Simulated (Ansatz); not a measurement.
Crystal: AlV2C.

```
V Al C
1.0
     2.88760    0.00000    0.00000
    -1.44380    2.50073    0.00000
     0.00000    0.00000   13.10482
V Al C
4 2 2
Direct
  0.33333 0.66667 0.91362
  0.66667 0.33333 0.08638
  0.66667 0.33333 0.41362
  0.33333 0.66667 0.58638
  0.66667 0.33333 0.75000
  0.33333 0.66667 0.25000
  0.00000 0.00000 0.50000
  0.00000 0.00000 0.00000
```

The cell comes from a database or a generator and needn't be the stable form of this composition.

* Program: Ansatz 0.2.0
* Task: relaxation of cell and atoms
* Functional: revPBE
* Potentials or basis: Ansatz PAW
* Cutoff: 420 eV (not typed: the program's choice for these potentials)
* k mesh: 11 × 11 × 2
* Occupations: fermi-dirac, width 0.05 eV
* Spin: collinear spin, ferromagnetic start
* Starting moments: [2.0, 2.0, 2.0, 2.0, 0.0, 0.0, 0.0, 0.0] μB

At the start: volume 11.83 Å³/atom.

**Question.** Where does the relaxation end?

**Answer.** It ends after 7 steps and the volume is 12.17 Å³/atom (+2.8 %); space group P6_3/mmc (No. 194, to 0.05 Å); moment 0.00 μB per cell.

The path:
| step | energy change (eV) | largest force (eV/Å) | volume (Å³) |
| --- | --- | --- | --- |
| 1 | 0.0000 | 0.1254 | 94.63 |
| 2 | -0.0364 | 0.1313 | 97.58 |
| 3 | -0.0386 | 0.0321 | 97.28 |
| 4 | -0.0387 | 0.0021 | 97.29 |
| 5 | -0.0423 | 0.0017 | 97.29 |
| 6 | -0.0423 | 0.0000 | 97.32 |
| 7 | -0.0424 | 0.0000 | 97.32 |

Final structure:
```
V Al C
1.0
     2.91739    0.00000    0.00000
    -1.45870    2.52653    0.00000
     0.00000    0.00000   13.20341
V Al C
4 2 2
Direct
  0.33333 0.66667 0.91488
  0.66667 0.33333 0.08512
  0.66667 0.33333 0.41488
  0.33333 0.66667 0.58512
  0.66667 0.33333 0.75000
  0.33333 0.66667 0.25000
  0.00000 0.00000 0.50000
  0.00000 0.00000 0.00000
```

Caveat: the plane-wave basis is chosen anew once the cell has moved, so the energies of steps on either side of that aren't comparable; the PAW data sets come from PBE, with cores solved anew for the run's functional, which leaves a small shift of forces and pressure; the starting moments weren't kept.
